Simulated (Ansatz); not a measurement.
# Mg3CdSe4: the cost of one run

Program: Ansatz 0.2.0. Level of theory: DFT PBE, scalar-relativistic, plane waves, PAW. These are calculated values, not measurements.

**1. The structure to begin with**

It takes space group P-43m (No. 215, cubic). Conventional cell: a = 6.044 Å, b = 6.044 Å, c = 6.044 Å, α = 90.00°, β = 90.00°, γ = 90.00°. Mg (site symmetry -42m) is surrounded by 4 Se at 2.60 Å. Around Cd (site symmetry -43m) lie 4 Se at 2.68 Å. Se (site symmetry 3m) is surrounded by 3 Mg at 2.60 Å and 1 Cd at 2.68 Å.

Coordinates:

```
Mg Cd Se
1.0
     6.04379    0.00000    0.00000
     0.00000    6.04379    0.00000
     0.00000    0.00000    6.04379
Mg Cd Se
3 1 4
Cartesian
  0.0000 3.0219 3.0219
  3.0219 0.0000 3.0219
  3.0219 3.0219 0.0000
  0.0000 0.0000 0.0000
  1.5451 1.5451 4.4987
  1.5451 4.4987 1.5451
  4.4987 1.5451 1.5451
  4.4987 4.4987 4.4987
```

The start is the relaxed end of an invented cell (made as: elements ordered on the sites of the CdSe type, Cd/Mg on Cd (P-43m, No. 215)), taken up again for a closer look.

**2. A first look at the guess**

input.yaml reads:

```yaml
crystal:
  lattice:
    - [6.0437947, 0.0, 0.0]
    - [0.0, 6.0437947, 0.0]
    - [0.0, 0.0, 6.0437947]
  atoms:
    - { symbol: Mg, position: [0.0, 0.5, 0.5] }
    - { symbol: Mg, position: [0.5, 0.0, 0.5] }
    - { symbol: Mg, position: [0.5, 0.5, 0.0] }
    - { symbol: Cd, position: [0.0, 0.0, 0.0] }
    - { symbol: Se, position: [0.255646, 0.255646, 0.744354] }
    - { symbol: Se, position: [0.255646, 0.744354, 0.255646] }
    - { symbol: Se, position: [0.744354, 0.255646, 0.255646] }
    - { symbol: Se, position: [0.744354, 0.744354, 0.744354] }
basis:
  ecutwfc: 420
kpoints:
  mp_grid: { grid: [4, 4, 4] }
hamiltonian:
  xc: pbe
scf:
  occupations: { method: gaussian, width: 0.1 }
  lower_state_search: "off"
output:
  forces: true
  stress: true
  eigenvalues: true
```

The run is started by

```
ansatz run input.yaml --threads 4 --pin off --max-ram 8192MiB --backend cpu --events-out ev --progress --plain --runs-dir out
```

Q: Estimate wall time and peak memory on 4 threads of Intel Xeon Platinum 8259CL at 2.50GHz (Skylake/Cascade Lake), shared host.

About 2.8 s, with a peak of 0.7 GiB.
